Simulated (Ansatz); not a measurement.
# CH6GeO2: the cost of one run

Method: RKS PBE0-D4/def2-SVP, in Ansatz 0.2.0.

## (1) Starting point

Bond lengths: Ge1–H2 1.550 Å, Ge1–C3 1.960 Å, C3–H4 1.110 Å, C3–H5 1.110 Å, C3–H6 1.110 Å, Ge1–O7 1.769 Å, O7–H8 1.010 Å, Ge1–O9 1.769 Å, O9–H10 1.010 Å. Angles: H2–Ge1–C3 109.4°, H2–Ge1–O7 109.5°, H2–Ge1–O9 109.5°, C3–Ge1–O7 109.5°, C3–Ge1–O9 109.5°, O7–Ge1–O9 109.5°, Ge1–C3–H4 109.5°, Ge1–C3–H5 109.5°, Ge1–C3–H6 109.5°, H4–C3–H5 109.4°, H4–C3–H6 109.4°, H5–C3–H6 109.4°, Ge1–O7–H8 109.5°, Ge1–O9–H10 109.5°.

As a file:

```xyz
10

Ge    0.0000    0.0000    0.0000
H     0.0000    0.0000    1.5500
C     1.8483    0.0000   -0.6527
H     2.1960   -1.0463   -0.7809
H     1.8968    0.5276   -1.6281
H     2.5002    0.5187    0.0808
O    -0.8337    1.4443   -0.5894
H    -1.7915    1.2136   -0.8118
O    -0.8337   -1.4443   -0.5894
H    -1.2883   -1.9100    0.1830
```

## (2) Preparing the start

Contents of input.yaml:

```yaml
crystal:
  periodic: [false, false, false]
  atoms:
    - { symbol: Ge, position_ang: [0.0, 0.0, 0.0] }
    - { symbol: H, position_ang: [0.0, 0.0, 1.55] }
    - { symbol: C, position_ang: [1.8483, 0.0, -0.6527] }
    - { symbol: H, position_ang: [2.196, -1.0463, -0.7809] }
    - { symbol: H, position_ang: [1.8968, 0.5276, -1.6281] }
    - { symbol: H, position_ang: [2.5002, 0.5187, 0.0808] }
    - { symbol: O, position_ang: [-0.8337, 1.4443, -0.5894] }
    - { symbol: H, position_ang: [-1.7915, 1.2136, -0.8118] }
    - { symbol: O, position_ang: [-0.8337, -1.4443, -0.5894] }
    - { symbol: H, position_ang: [-1.2883, -1.91, 0.183] }
basis:
  gaussian: { orbitals: def2-SVP }
hamiltonian:
  xc: pbe0
  dispersion: d4
relax:
  f_tol: 0.02
  max_steps: 40
```

Started as:

```sh
> ansatz run input.yaml --threads 2 --pin off --max-ram 3072MiB --backend cpu --events-out ev --progress --plain --runs-dir out
```

Q: Estimate wall time and peak memory on 2 threads of Arm Neoverse V1, shared host.

About 60 s, with a peak of 0.23 GiB.
